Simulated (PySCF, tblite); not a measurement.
**C₃H₆F₂GeS: geometry, infrared bands and NMR shifts**

Aim: predict the infrared bands and NMR shifts of C₃H₆F₂GeS (`CS/C=[C](/F)[GeH2][F]`).

Programs: tblite 0.8.0 and PySCF 2.14.0, with density-fitted response routines of our own. Each step states its level of theory. These are calculated values for one molecule in the gas phase, unless marked as measured. Atoms count from 0, in the outputs and in this text.

**1. The molecule as given**

13 atoms, charge 0, multiplicity 1; geometry from: force field or distance geometry start.

Bonds of the start (Å): C0–S1 1.81, S1–C2 1.78, C2–C3 1.33, C3–F4 1.36, C3–Ge5 1.93, Ge5–F6 1.74, C0–H7 1.11, C0–H8 1.13, C0–H9 1.12, C2–H10 1.10, Ge5–H11 1.56, Ge5–H12 1.56.

**2. Relaxing the molecule with GFN2-xTB**

The job: settings as JSON, then the geometry in Å.

```
{"job": {"kind": "relax", "xc": "GFN2-xTB", "basis": "xTB"}, "charge": 0, "multiplicity": 1}
C      2.277600    -0.262400     0.023300
S      0.909300     0.205800    -1.065400
C     -0.202200     1.387400    -0.330200
C     -1.360000     0.960000     0.165700
F     -2.284500     1.769400     0.752700
Ge    -1.692600    -0.940000     0.072800
F     -2.766300    -1.193600    -1.270500
H      3.067000     0.516200     0.018400
H      2.732800    -1.195300    -0.410500
H      1.934400    -0.534500     1.053000
H      0.018000     2.467600    -0.301200
H     -0.368300    -1.738700    -0.156200
H     -2.269800    -1.441400     1.430500
```

Started as:

```console
$ OMP_NUM_THREADS=1 python probes_run.py task.json out
```

One launch serves the whole session: the jobs run in the order shown.

**Question.** This job is followed by: GFN2-xTB harmonic vibrations, gas phase; GIAO PBE0/pcSseg-1 NMR shielding, non-relativistic, gas phase. What will the session give for the following? strongest single infrared mode (GFN2-xTB); zero-point energy (GFN2-xTB); 13C shifts against TMS (PBE0/pcSseg-1); 1H shifts against TMS (PBE0/pcSseg-1, means over atoms taken as alike); 33S shifts against CS2 (PBE0/pcSseg-1); 19F shifts against CFCl3 (PBE0/pcSseg-1); 73Ge shifts against GeMe4 (PBE0/pcSseg-1); surface potential, 1st and 99th percentile.

As calculated:

| quantity | value |
| --- | --- |
| strongest single infrared mode (GFN2-xTB) | 2028 cm⁻¹, 452 km/mol |
| zero-point energy (GFN2-xTB) | 48.4 kcal/mol |
| 13C shifts against TMS (PBE0/pcSseg-1) | 167.2, 136.7, 22.1 ppm |
| 1H shifts against TMS (PBE0/pcSseg-1, means over atoms taken as alike) | 6.47, 5.64, 2.33 ppm |
| 33S shifts against CS2 (PBE0/pcSseg-1) | -35 ppm |
| 19F shifts against CFCl3 (PBE0/pcSseg-1) | -109.0, -249.3 ppm |
| 73Ge shifts against GeMe4 (PBE0/pcSseg-1) | -15 ppm |
| surface potential, 1st and 99th percentile | -1.56 V and 1.54 V |

**Reading.** The optimisation took 152 steps and gained 0.767 eV; among the close pairs (by a distance rule), Ge5–H11 changed most, from 1.563 to 1.499 Å. No mode is imaginary among the 33: a minimum at this level. The strongest single mode, at 2028 cm⁻¹, moves mainly H12 and H11. Unscaled tight-binding wavenumbers are off by several per cent, some by more. Its intensities can rank the bands wrongly. H10 (hydrogen on an alkene CH) lies farthest downfield among hydrogen, at 6.47 ppm; a vinylic proton, deshielded by the sp2 carbon and the C=C anisotropy. At PBE0/pcSseg-1: The largest span, 333 ppm, is at S1, where the paramagnetic term is -520 ppm. At PBE0/pcSseg-1, counted by nearest atom on the grid, the HOMO lies on S1 51 %; C3 23 %, the LUMO on C2, C3 about 22 % each; Ge5 16 %. Spin-orbit coupling is left out, which matters for shieldings and couplings at and beside the heavy atoms.
